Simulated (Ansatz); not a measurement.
Geometry optimisation, Ansatz 0.2.0, DFT PBE-D3(BJ), scalar-relativistic, plane waves, PAW.

Input:

```yaml
crystal:
  lattice:
    - [5.71026, 0.0, 0.0]
    - [-2.85513, 4.94523, 0.0]
    - [0.0, 0.0, 15.20453]
  atoms:
    - { symbol: W, position: [0.0, 0.0, 0.0657699] }
    - { symbol: C, position: [0.3333333, 0.1666667, 0.157947] }
    - { symbol: W, position: [0.0, 0.0, 0.2501241] }
    - { symbol: C, position: [0.3333333, 0.1666667, 0.3423013] }
    - { symbol: W, position: [0.0, 0.5, 0.0657699] }
    - { symbol: C, position: [0.3333333, 0.6666667, 0.157947] }
    - { symbol: W, position: [0.0, 0.5, 0.2501241] }
    - { symbol: C, position: [0.3333333, 0.6666667, 0.3423013] }
    - { symbol: W, position: [0.5, 0.0, 0.0657699] }
    - { symbol: C, position: [0.8333333, 0.1666667, 0.157947] }
    - { symbol: W, position: [0.5, 0.0, 0.2501241] }
    - { symbol: C, position: [0.8333333, 0.1666667, 0.3423013] }
    - { symbol: W, position: [0.5, 0.5, 0.0657699] }
    - { symbol: C, position: [0.8333333, 0.6666667, 0.157947] }
    - { symbol: W, position: [0.5, 0.5, 0.2501241] }
    - { symbol: C, position: [0.8333333, 0.6666667, 0.3423013] }
    - { symbol: "N", position: [0.6529191, 0.3526076, 0.4620024] }
    - { symbol: "N", position: [0.6036748, 0.5248101, 0.4685794] }
basis:
  ecutwfc: 420.0
kpoints:
  mp_grid: { grid: [2, 2, 1] }
hamiltonian:
  xc: pbe
  dispersion: d3bj
  pseudopotentials: { kind: paw, azcp: { folder: soft_1 } }
scf:
  occupations: { method: fermi_dirac, width: 0.05 }
  lower_state_search: "off"
relax:
  f_tol: 0.08
  max_steps: 25
  adjacent_minimum: "off"
  constraints: [{ sites: [0, 4, 8, 12] }]
```

Launched with:

```bash
$ ansatz run input.yaml --threads 1 --pin off --max-ram 3072MiB --backend cpu --events-out ev --progress --plain --runs-dir out
```

Question: Where does it end, and by what steps?

Answer: The run converged. The force dipped under the threshold on the way, but the program's further checks kept it going. Limits of this set-up: coarse k mesh, thin slab, slab without dipole correction. After 19 steps the energy has fallen by 3.986 eV; N18 moved furthest, 1.20 Å.

```json
{"step": "0", "energy less start (eV)": "0.0000", "largest force component (eV/Å)": "5.531", "accepted": "yes"}
{"step": "1", "energy less start (eV)": "-3.3245", "largest force component (eV/Å)": "3.215", "accepted": "yes"}
{"step": "2", "energy less start (eV)": "-3.7415", "largest force component (eV/Å)": "2.657", "accepted": "yes"}
{"step": "3", "energy less start (eV)": "-3.8820", "largest force component (eV/Å)": "2.039", "accepted": "yes"}
{"step": "4", "energy less start (eV)": "-3.9547", "largest force component (eV/Å)": "0.827", "accepted": "yes"}
{"step": "5", "energy less start (eV)": "-3.9775", "largest force component (eV/Å)": "0.231", "accepted": "yes"}
{"step": "6", "energy less start (eV)": "-3.9800", "largest force component (eV/Å)": "0.030", "accepted": "yes"}
{"step": "7", "energy less start (eV)": "-3.9808", "largest force component (eV/Å)": "0.052", "accepted": "yes"}
{"step": "8", "energy less start (eV)": "-3.9806", "largest force component (eV/Å)": "0.545", "accepted": "no"}
{"step": "9", "energy less start (eV)": "-3.9814", "largest force component (eV/Å)": "0.201", "accepted": "yes"}
{"step": "10", "energy less start (eV)": "-3.9806", "largest force component (eV/Å)": "0.824", "accepted": "no"}
{"step": "11", "energy less start (eV)": "-3.9823", "largest force component (eV/Å)": "0.198", "accepted": "yes"}
{"step": "12", "energy less start (eV)": "-3.9830", "largest force component (eV/Å)": "0.179", "accepted": "yes"}
{"step": "13", "energy less start (eV)": "-3.9837", "largest force component (eV/Å)": "0.289", "accepted": "yes"}
{"step": "14", "energy less start (eV)": "-3.9828", "largest force component (eV/Å)": "0.743", "accepted": "no"}
{"step": "15", "energy less start (eV)": "-3.9844", "largest force component (eV/Å)": "0.094", "accepted": "yes"}
{"step": "16", "energy less start (eV)": "-3.9850", "largest force component (eV/Å)": "0.028", "accepted": "yes"}
{"step": "17", "energy less start (eV)": "-3.9854", "largest force component (eV/Å)": "0.180", "accepted": "yes"}
{"step": "18", "energy less start (eV)": "-3.9845", "largest force component (eV/Å)": "0.587", "accepted": "no"}
{"step": "19", "energy less start (eV)": "-3.9855", "largest force component (eV/Å)": "0.023", "accepted": "yes"}
```

```xyz
18
Lattice="5.7103 0.0000 0.0000 -2.8551 4.9452 0.0000 0.0000 0.0000 15.2045" Properties=species:S:1:pos:R:3
W 0.000 0.000 1.000
C 1.428 0.824 2.320
W 0.000 0.000 3.901
C 1.427 0.823 5.041
W -1.428 2.473 1.000
C 0.000 3.297 2.320
W -1.427 2.473 3.901
C 0.001 3.297 5.042
W 2.855 0.000 1.000
C 4.283 0.824 2.320
W 2.856 0.001 3.901
C 4.284 0.823 5.041
W 1.428 2.473 1.000
C 2.855 3.297 2.320
W 1.428 2.473 3.901
C 2.855 3.296 5.041
N 2.823 1.287 7.950
N 2.767 2.388 7.975
```

Time of the run: 2.6 min on 1 thread of Arm Neoverse V2 (shared host), peak memory 0.66 GiB.
